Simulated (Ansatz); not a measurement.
Run this with Ansatz's Python interface and show what comes out.

Script `fermi_li.py`:
```python
# -*- coding: utf-8 -*-
'''Fermi surface readings for Li.'''

import ansatz as az

structure = (
    az.Lattice.from_parameters(3.101, 3.101, 22.7649, alpha=90, beta=90, gamma=120)
    .space_group(166)
    .atom('Li', [0.0, 0.0, 0.0])
    .atom('Li', [1 / 3, 2 / 3, 0.88867])
    .primitive()
)

calc = structure.calculation()
calc = calc.functional('pbesol').kpoints(mesh=(12, 12, 12))
calc = calc.occupations(az.OccupationsMethod.FERMI_DIRAC, width=0.15)
calc = calc.eigenstates(nscf_kmesh=(12, 12, 12), level_slopes=True)
surface = calc.run().fermi_surface().to_plain()
for way, reading in surface.items():
    if reading:
        rho_lambda = [f'{v:.3e}' for v in reading['resistivity_times_mean_free_path_ohm_m2']]
        print(f'{way:24s} area {reading["spin_summed_area_per_ang2"]:8.3f} 1/A^2  rho*lambda (ohm m^2) {rho_lambda}')
```

```console
$ python fermi_li.py
DeckWarning: basis.ecutwfc = 420 eV, auto-derived from the records' recommended cutoffs: set by Li (normal level)
by_tetrahedra            area   30.513 1/A^2  rho*lambda (ohm m^2) ['9.913e-16', '9.913e-16', '1.024e-15']
by_slopes                area   29.018 1/A^2  rho*lambda (ohm m^2) ['1.076e-15', '1.076e-15', '1.011e-15']
on_every_second_point    area   28.661 1/A^2  rho*lambda (ohm m^2) ['1.047e-15', '1.047e-15', '1.109e-15']
```
(Warnings from the package without file and line.)

What to keep in mind:
- This isn't the structure that Li takes at ambient conditions.
- The three readings differ by the mesh error.
- Run time: 8 s on 1 thread of Arm Neoverse V2, on a shared host, peak memory 0.42 GiB.
